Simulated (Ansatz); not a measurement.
# BeNaH (singlet): the correlation ladder at distance Be1–H3 = 2.159 Å, cc-pVTZ

Aim: climb from Hartree-Fock through coupled cluster for BeNaH (singlet) at one geometry and basis, and see what each rung misses.

Program: Ansatz 0.2.0, Gaussian basis. Level of theory: cc-pVTZ, core rule «outside noble gas», up to 6 orbitals frozen. These are calculated values, not measurements.

The runs, in order: UHF; CCSD(T) on RHF; BCCD(T) on RHF; CCSDT(Q) on RHF; Full CI.

34 further runs of the same task are left out: 22 for a known fault of the program, 10 that didn't finish, 2 set aside as unsound or not needed. Runs told in other sessions of the task aren't counted.

## Step 1: What is computed

The geometry derives from a PBE0/def2-TZVP stationary point (not a proven minimum). One bond is set to the value named and the two fragments are kept rigid.

3 atoms, charge 0, spin multiplicity 1.

Atoms are counted from 1 here; the program's logs count them from 0.

No contacts short enough for the rule that draws bonds.

## Step 2: UHF

Input file in.yaml:

```yaml
crystal:
  periodic: [false, false, false]
  atoms:
    - {symbol: Be, position_ang: [0.000000, 0.000000, 0.172800]}
    - {symbol: Na, position_ang: [0.000000, 0.000000, -2.504600]}
    - {symbol: H, position_ang: [0.000000, 0.000000, 2.331800]}
basis:
  gaussian: {orbitals: cc-pVTZ}
magnetization: {spin_polarized: true, initial_magnetization: 0}
hamiltonian: {xc: hf}
output: {orbitals: {seedname: orbitals}}
```

Command:

```sh
ansatz run in.yaml --threads 1 --pin off --events-out ev --progress --plain --max-ram 2393MiB
```

After this run come: CCSD(T) on RHF; BCCD(T) on RHF; CCSDT(Q) on RHF; Full CI.

**Question.** What will the summary of the whole plan be? Wanted: FCI from the RHF energy; RMP2 from FCI; RCCSD from FCI; RCCSD(T) from FCI; RCCSDT(Q) from FCI; T1 diagnostic; effectively unpaired electrons.

The runs gave:

```
                         quantity                                 value
          FCI from the RHF energy                            -2.3160 eV
                    RMP2 from FCI                            +677.5 meV
                   RCCSD from FCI                             +72.2 meV
                RCCSD(T) from FCI                             +19.1 meV
               RCCSDT(Q) from FCI                              +0.4 meV
levels within 1 kcal/mol (43 meV)  RCCSD(T), BCCD(T), RCCSDT, RCCSDT(Q)
                    T1 diagnostic                                 0.023
   effectively unpaired electrons                                  0.15
```

RCCSD(T) misses by +19.1 meV, 0.8 % of the correlation energy. One determinant dominates. These misses are within one basis, not against nature.
